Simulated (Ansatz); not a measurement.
**C2H4BNO: basis-set convergence**

How large a basis does C2H4BNO need? Two functionals are run in growing sets.

The runs use Ansatz 0.2.0, Gaussian basis; one geometry, several basis sets.

Plan: PBE0-D4/def2-SVP; ωB97M-V/def2-SVP; PBE0-D4/def2-QZVPP; ωB97M-V/def2-QZVPP; the functionals' def2-TZVPP values are taken from earlier runs.

### Step 1. Structure used throughout

The geometry comes from an earlier relaxation with PBE0-D4 in a triple-zeta def2 set; it is a stationary point, not always the lowest conformer.

SMILES `BCOC#N`, 9 atoms, charge 0, spin multiplicity 1.

Atoms are counted from 1 here; the program's logs count them from 0.

Bond lengths: B1–C2 1.547 Å, B1–H6 1.194 Å, B1–H7 1.191 Å, C2–O3 1.454 Å, C2–H8 1.099 Å, C2–H9 1.099 Å, O3–C4 1.281 Å, C4–N5 1.155 Å. Angles: C2–B1–H6 116.7°, C2–B1–H7 122.0°, H6–B1–H7 121.3°, B1–C2–O3 112.8°, B1–C2–H8 110.2°, B1–C2–H9 110.1°, O3–C2–H8 108.9°, O3–C2–H9 108.9°, H8–C2–H9 105.8°, C2–O3–C4 115.0°, O3–C4–N5 178.5°.

### Step 2. PBE0-D4 in def2-SVP

Input file in.yaml:

```yaml
crystal:
  periodic: [false, false, false]
  atoms:
    - {symbol: B, position_ang: [0.423235, 1.017682, 1.186606]}
    - {symbol: C, position_ang: [-0.229876, 0.236641, 0.022119]}
    - {symbol: O, position_ang: [0.545130, -0.926099, -0.380788]}
    - {symbol: C, position_ang: [0.042074, -1.604673, -1.343609]}
    - {symbol: N, position_ang: [-0.387910, -2.235745, -2.210210]}
    - {symbol: H, position_ang: [-0.155195, 1.987225, 1.574017]}
    - {symbol: H, position_ang: [1.452621, 0.674543, 1.677599]}
    - {symbol: H, position_ang: [-1.239923, -0.090423, 0.305124]}
    - {symbol: H, position_ang: [-0.361655, 0.894549, -0.847960]}
basis:
  gaussian: {orbitals: def2-SVP}
hamiltonian: {xc: pbe0, dispersion: d4}
output: {orbitals: {seedname: orbitals}}
```

On the command line:

```console
$ ansatz run in.yaml --threads 2 --pin off --events-out ev --progress --plain --max-ram 4352MiB
```

After this run come: ωB97M-V in def2-SVP; PBE0-D4 in def2-QZVPP; ωB97M-V in def2-QZVPP.

Before running them: what should the planned runs give, taken together? Wanted: PBE0-D4: double and triple zeta above quadruple; ωB97M-V: double and triple zeta above quadruple.

As calculated:

```
                                       quantity          value
PBE0-D4: double and triple zeta above quadruple  7.61, 0.35 eV
ωB97M-V: double and triple zeta above quadruple  7.88, 0.32 eV
```

In words: For PBE0-D4 the step from double to triple zeta gains 7.27 eV and the next only 0.35 eV. Total energies overstate the basis error of differences, where much of it tends to cancel.
